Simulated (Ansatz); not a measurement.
# CH3CdCl (SMILES [CH3][Cd][Cl]): a rigid scan of the angle Cd2–C1–H6

How does the energy rise as the angle Cd2–C1–H6 leaves its equilibrium value, and do density functionals follow CCSD(T)? No other atom is relaxed.

Method: single points in def2-TZVPP; program: Ansatz 0.2.0, Gaussian basis.

Levels: PBE-D4, r2SCAN-D4, PBE0-D4, B3LYP-D4, wB97M-V, Hartree-Fock, MP2, CCSD, CCSD(T). The scan takes 85.6, 91.6, 97.6, 103.6, 109.6, 115.6, 121.6, 127.6, 133.6°.

Correlated methods freeze the cores. Filled d shells of the heavier atoms are correlated. Core potentials replace the inner electrons past krypton, and spin-orbit coupling is left out. B3LYP uses VWN-RPA correlation.

27 further runs of the same task are left out: 27 set aside as unsound or not needed.

## (1) Starting geometry

6 atoms, charge 0, spin multiplicity 1.

Atoms are counted from 1 here; the program's logs count them from 0.

Bond lengths: C1–Cd2 1.940 Å, C1–H4 1.092 Å, C1–H5 1.121 Å, C1–H6 1.117 Å, Cd2–Cl3 0.839 Å. Angles: Cd2–C1–H4 108.1°, Cd2–C1–H5 116.7°, Cd2–C1–H6 113.2°, H4–C1–H5 106.5°, H4–C1–H6 104.6°, H5–C1–H6 106.9°, C1–Cd2–Cl3 165.4°.

Coordinates:

```mol
CH3CdCl
  3D, bonds by distance, orders not assigned

  6  5  0  0  0  0  0  0  0  0999 V2000
   -0.1960    0.5033   -0.1411 C   0  0
    0.5083   -1.2599    0.2576 Cd  0  0
    0.8131   -1.9475    0.6301 Cl  0  0
   -1.0212    0.3874   -0.8474 H   0  0
   -0.5980    1.0919    0.7244 H   0  0
    0.5358    1.1607   -0.6698 H   0  0
  1  2  8  0
  1  4  8  0
  1  5  8  0
  1  6  8  0
  2  3  8  0
M  END
```

## (2) A first relaxation in a small basis

The input, pre/in.yaml:

```yaml
crystal:
  periodic: [false, false, false]
  atoms:
    - {symbol: C, position_ang: [-0.196000, 0.503300, -0.141100]}
    - {symbol: Cd, position_ang: [0.508300, -1.259900, 0.257600]}
    - {symbol: Cl, position_ang: [0.813100, -1.947500, 0.630100]}
    - {symbol: H, position_ang: [-1.021200, 0.387400, -0.847400]}
    - {symbol: H, position_ang: [-0.598000, 1.091900, 0.724400]}
    - {symbol: H, position_ang: [0.535800, 1.160700, -0.669800]}
basis:
  gaussian: {orbitals: def2-SVP}
hamiltonian: {xc: pbe, dispersion: d4}
relax: {f_tol: 0.03, max_steps: 250}
```

No record of the launch command was kept for these runs.

After this run come: Finding the minimum; The minimum at every level; Cd2–C1–H6 = 85.6°; Cd2–C1–H6 = 91.6°; Cd2–C1–H6 = 97.6°; Cd2–C1–H6 = 103.6°; Cd2–C1–H6 = 109.6°; Cd2–C1–H6 = 115.6°; Cd2–C1–H6 = 121.6°; Cd2–C1–H6 = 127.6°; Cd2–C1–H6 = 133.6°.

Before running it: what results should come out? Wanted: highest point, CCSD(T); lowest point, CCSD(T); minimum along the scan, CCSD(T); RMS deviation from CCSD(T); largest T1 diagnostic.

**Answer**, as computed:

| quantity | value |
| --- | --- |
| highest point, CCSD(T) | 28.8 kJ/mol at 85.6° |
| lowest point, CCSD(T) | 0.0 kJ/mol at 109.6° |
| minimum along the scan, CCSD(T) | 109.6° |
| curvature there | 1.01 meV/deg² |
| RMS deviation from CCSD(T) | PBE-D4 0.2, r2SCAN-D4 0.2, PBE0-D4 0.2, B3LYP-D4 0.5, wB97M-V 0.1, Hartree-Fock 1.0, MP2 0.8, CCSD 0.2 kJ/mol |
| largest T1 diagnostic | 0.012 |

**Reading.** A polynomial through the near points puts the CCSD(T) minimum at the PBE0-D4 value. Curvature against CCSD(T): PBE-D4 -1 %, Hartree-Fock +7 %. The curve of wB97M-V lies nearest to CCSD(T), that of Hartree-Fock farthest.
